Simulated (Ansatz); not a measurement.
**C2H6AlBClN: up Jacob's ladder to CCSD(T)**

An exercise on one series of results from a longer session: the logs are not shown, and one member is left open.

Computed with Ansatz 0.2.0, Gaussian basis. Level: functionals in def2-TZVPP, the program's frozen cores in correlated methods.

The runs, in order: PBE-D4, r2SCAN-D4, PBE0-D4, B3LYP-D4, ωB97X-V, ωB97M-V, B2PLYP; CCSD(T)/def2-TZVPP; MP2/def2-QZVPP; extrapolation to the limit.

### The geometry

An earlier PBE0-D4 in a triple-zeta def2 set relaxation fixed the geometry.

12 atoms, charge 0, spin multiplicity 1.

Atoms are counted from 1 here; the program's logs count them from 0.

Bond lengths: C1–Al2 1.953 Å, C1–H7 1.094 Å, C1–H8 1.094 Å, C1–H9 1.094 Å, Al2–Cl3 2.140 Å, Al2–B4 2.150 Å, Al2–N6 2.035 Å, B4–C5 1.568 Å, B4–H10 1.193 Å, C5–N6 1.294 Å, C5–H11 1.094 Å, N6–H12 1.019 Å. Angles: Al2–C1–H7 111.5°, Al2–C1–H8 110.5°, Al2–C1–H9 112.3°, H7–C1–H8 106.9°, H7–C1–H9 108.0°, H8–C1–H9 107.4°, C1–Al2–Cl3 116.4°, C1–Al2–B4 124.9°, C1–Al2–N6 108.2°, Cl3–Al2–B4 116.9°, Cl3–Al2–N6 109.4°, B4–Al2–N6 65.8°, Al2–B4–C5 85.9°, Al2–B4–H10 147.1°, C5–B4–H10 121.7°, B4–C5–N6 104.9°, B4–C5–H11 134.1°, N6–C5–H11 120.8° and more.

Set-up of the first run:

The input, in.yaml:

```yaml
crystal:
  periodic: [false, false, false]
  atoms:
    - {symbol: C, position_ang: [-0.877799, -1.705279, -0.723749]}
    - {symbol: Al, position_ang: [-0.849380, 0.002769, 0.223304]}
    - {symbol: Cl, position_ang: [-2.673165, 1.121771, 0.219449]}
    - {symbol: B, position_ang: [0.651204, 0.595271, 1.644798]}
    - {symbol: C, position_ang: [1.499474, 1.030154, 0.399899]}
    - {symbol: N, position_ang: [0.642602, 1.140816, -0.563472]}
    - {symbol: H, position_ang: [-1.268378, -1.593271, -1.739656]}
    - {symbol: H, position_ang: [-1.529140, -2.418141, -0.208910]}
    - {symbol: H, position_ang: [0.115620, -2.158916, -0.791313]}
    - {symbol: H, position_ang: [0.887507, 1.008452, 2.739098]}
    - {symbol: H, position_ang: [2.549261, 1.300096, 0.249691]}
    - {symbol: H, position_ang: [0.929394, 1.621079, -1.415040]}
basis:
  gaussian: {orbitals: def2-TZVPP}
hamiltonian: {xc: pbe, dispersion: d4}
output: {forces: true, orbitals: {seedname: orbitals}}
```

Run with:

```sh
$ ansatz run in.yaml --threads 4 --pin off --events-out ev --progress --plain --max-ram 10444MiB
```

Steps of the session up to this table: PBE-D4 (GGA); r2SCAN-D4 (meta-GGA); PBE0-D4 (hybrid); B3LYP-D4 (hybrid); ωB97X-V (range-separated); ωB97M-V (range-separated); B2PLYP (double hybrid); CCSD(T) in def2-TZVPP; MP2 in def2-QZVPP.

One table of the session follows, with a row left open; its other results are not shown here.

```
            method  atomisation energy (eV)
            PBE-D4                   46.870
         r2SCAN-D4                   46.101
           PBE0-D4                   46.117
          B3LYP-D4                   45.849
           ωB97X-V                        ?
           ωB97M-V                   46.083
            B2PLYP                   45.335
     HF/def2-TZVPP                   33.704
    MP2/def2-TZVPP                   45.363
   CCSD/def2-TZVPP                   43.786
CCSD(T)/def2-TZVPP                   44.529
           MP2/CBS                   46.587
       CCSD(T)/CBS                   45.753
```

Estimate the missing values for ωB97X-V.

**Answer.** atomisation energy (eV): 46.014. In the column «atomisation energy (eV)» it lies between B3LYP-D4 (45.849) and ωB97M-V (46.083).
